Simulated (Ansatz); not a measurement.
**C₂H₇BFNSi: up Jacob's ladder to CCSD(T)**

Aim: compute C₂H₇BFNSi with functionals from several rungs and with coupled cluster. The yardstick is the atomisation energy at the CCSD(T) limit.

The runs use Ansatz 0.2.0, Gaussian basis; functionals in def2-TZVPP, the program's frozen cores in correlated methods.

The runs, in order: PBE-D4, r2SCAN-D4, PBE0-D4, B3LYP-D4, ωB97X-V, ωB97M-V, B2PLYP; CCSD(T)/def2-TZVPP; MP2/def2-QZVPP; extrapolation to the limit.

## (1) The geometry

All runs share one geometry, relaxed beforehand with PBE0-D4 in a triple-zeta def2 set.

SMILES `C=CB(N)[SiH2]F`, 13 atoms, charge 0, spin multiplicity 1.

Atoms are counted from 1 here; the program's logs count them from 0.

Bond lengths: C1–C2 1.334 Å, C1–H7 1.087 Å, C1–H8 1.086 Å, C2–B3 1.557 Å, C2–H9 1.089 Å, B3–N4 1.392 Å, B3–Si5 2.023 Å, N4–H10 1.009 Å, N4–H11 1.006 Å, Si5–F6 1.611 Å, Si5–H12 1.492 Å, Si5–H13 1.493 Å. Angles: C2–C1–H7 121.6°, C2–C1–H8 122.5°, H7–C1–H8 115.9°, C1–C2–B3 123.2°, C1–C2–H9 117.2°, B3–C2–H9 119.4°, C2–B3–N4 119.8°, C2–B3–Si5 122.1°, N4–B3–Si5 118.0°, B3–N4–H10 122.3°, B3–N4–H11 124.1°, H10–N4–H11 113.6°, B3–Si5–F6 111.1°, B3–Si5–H12 112.2°, B3–Si5–H13 112.4°, F6–Si5–H12 106.6°, F6–Si5–H13 106.9°, H12–Si5–H13 107.3°.

## (2) PBE-D4 (GGA)

in.yaml reads:

```yaml
crystal:
  periodic: [false, false, false]
  atoms:
    - {symbol: C, position_ang: [-2.253389, 0.337278, -0.302825]}
    - {symbol: C, position_ang: [-0.985014, 0.601167, -0.619113]}
    - {symbol: B, position_ang: [0.217163, -0.239887, -0.097210]}
    - {symbol: N, position_ang: [0.121581, -1.627268, -0.046905]}
    - {symbol: Si, position_ang: [1.943874, 0.616586, 0.516798]}
    - {symbol: F, position_ang: [1.655486, 1.890550, 1.459911]}
    - {symbol: H, position_ang: [-2.518604, -0.508346, 0.327024]}
    - {symbol: H, position_ang: [-3.077976, 0.964495, -0.628210]}
    - {symbol: H, position_ang: [-0.795687, 1.497180, -1.209250]}
    - {symbol: H, position_ang: [-0.679305, -2.126114, -0.404214]}
    - {symbol: H, position_ang: [0.830278, -2.227307, 0.340206]}
    - {symbol: H, position_ang: [2.766162, 1.110599, -0.625571]}
    - {symbol: H, position_ang: [2.795828, -0.323634, 1.304358]}
basis:
  gaussian: {orbitals: def2-TZVPP}
hamiltonian: {xc: pbe, dispersion: d4}
output: {forces: true, orbitals: {seedname: orbitals}}
```

Launch:

```bash
> ansatz run in.yaml --threads 4 --pin off --events-out ev --progress --plain --max-ram 10444MiB
```

Further steps of the session: r2SCAN-D4 (meta-GGA); PBE0-D4 (hybrid); B3LYP-D4 (hybrid); ωB97X-V (range-separated); ωB97M-V (range-separated); B2PLYP (double hybrid); CCSD(T) in def2-TZVPP; MP2 in def2-QZVPP.

Q: Predict the results of all the runs planned. Wanted: atomisation energy, CCSD(T)/CBS; farthest; mean size of error, hybrid; mean size of error, range-separated; gap, smallest and largest; T1 diagnostic; triples share of the correlation energy.

As calculated:

| quantity | value |
| --- | --- |
| atomisation energy, CCSD(T)/CBS | 1215.0 kcal/mol |
| functionals within 6.1 kcal/mol (0.5 %) | r2SCAN-D4, PBE0-D4, B3LYP-D4, ωB97X-V, ωB97M-V |
| farthest | PBE-D4 (+25.7 kcal/mol) |
| mean size of error, hybrid | 5.1 kcal/mol |
| mean size of error, range-separated | 5.2 kcal/mol |
| gap, smallest and largest | 4.18 eV (PBE-D4), 10.73 eV (ωB97X-V) |
| T1 diagnostic | 0.0129 |
| triples share of the correlation energy | 3.8 % |

What this shows: PBE-D4 is off by +25.7 kcal/mol. Double hybrids carry the basis error of their MP2 part in triple zeta, and no dispersion term here, so their miss is partly the set-up's. Misses under about 6.1 kcal/mol are within the doubt on the reference itself, which lacks core-valence correlation, relativity and higher excitations. Hartree-Fock recovers 74 % of the binding; the rest is correlation. The gap grows from 4.2 to 10.7 eV across the functionals, mostly with the share of exact exchange.
